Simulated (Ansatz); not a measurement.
**As2H3+ (triplet): from Hartree-Fock to the top rungs, cc-pVDZ**

An exercise on one series of results from a longer session: the logs are not shown, and one member is left open.

Computed with Ansatz 0.2.0, Gaussian basis. Level: cc-pVDZ, core rule «outside noble gas», up to 28 orbitals frozen.

Plan: UHF; CCSD(T) on ROHF; CCSD(T) on UHF; BCCD(T) on ROHF; CISD; CCSDT(Q) on ROHF; CCSDT(Q) on UHF.

22 further runs of the same task are left out: 7 that didn't finish, 15 set aside as unsound or not needed.

## The system

The geometry is a PBE0/def2-TZVP stationary point (not a proven minimum) of the parent state, kept for this charge and spin. No spin-orbit coupling is included. The filled d shell of As may be among the frozen orbitals whatever the setting's name suggests; the logs give the count.

5 atoms, charge 1, spin multiplicity 3.

Atoms are counted from 1 here; the program's logs count them from 0.

Bond lengths: As1–As2 2.421 Å, As1–H3 1.524 Å, As1–H4 1.522 Å, As2–H5 1.528 Å. Angles: As2–As1–H3 95.2°, As2–As1–H4 93.7°, H3–As1–H4 92.9°, As1–As2–H5 90.7°.

Set-up of the first run:

in.yaml reads:

```yaml
crystal:
  periodic: [false, false, false]
  atoms:
    - {symbol: As, position_ang: [0.044935, 0.028439, 1.200164]}
    - {symbol: As, position_ang: [-0.020577, -0.040135, -1.219332]}
    - {symbol: H, position_ang: [-1.295538, 0.736132, 1.353769]}
    - {symbol: H, position_ang: [-0.578949, -1.351358, 1.353196]}
    - {symbol: H, position_ang: [0.063884, 1.484618, -1.282235]}
basis:
  gaussian: {orbitals: cc-pVDZ}
total_charge: 1
magnetization: {spin_polarized: true, initial_magnetization: 2}
hamiltonian: {xc: hf}
output: {orbitals: {seedname: orbitals}}
```

Run with:

```console
$ ansatz run in.yaml --threads 1 --pin off --events-out ev --progress --plain --max-ram 2393MiB
```

Among the steps run: UHF; CCSD(T) on ROHF; CCSD(T) on UHF; BCCD(T) on ROHF; CISD; CCSDT(Q) on ROHF; CCSDT(Q) on UHF.

One table of the session follows, with a row left open; its other results are not shown here.

It belongs to the step «Misses and costs». 

| method | from UCCSDT(Q) (meV) |
| --- | --- |
| ROHF | +6535.2 |
| UHF | +6229.4 |
| RMP2 | +1342.3 |
| UMP2 | ? |
| CISD | +800.6 |
| RCCSD | +243.2 |
| UCCSD | +225.8 |
| RCCSD(T) | +53.3 |
| UCCSD(T) | +46.7 |
| BCCD(T) | +52.1 |
| RCCSDT | +17.8 |
| UCCSDT | +9.7 |
| RCCSDT(Q) | +7.7 |
| UCCSDT(Q) | 0 |

**Question.** Estimate the row for UMP2.

As computed: from UCCSDT(Q) (meV): +1366.4. In the column «from UCCSDT(Q) (meV)» it lies between RMP2 (+1342.3) and UHF (+6229.4).

Caveats from the session: Restricted and unrestricted rows rest on different reference determinants; where their highest levels disagree by more than a few hundredths of an eV, they describe different states and don't form one ladder.
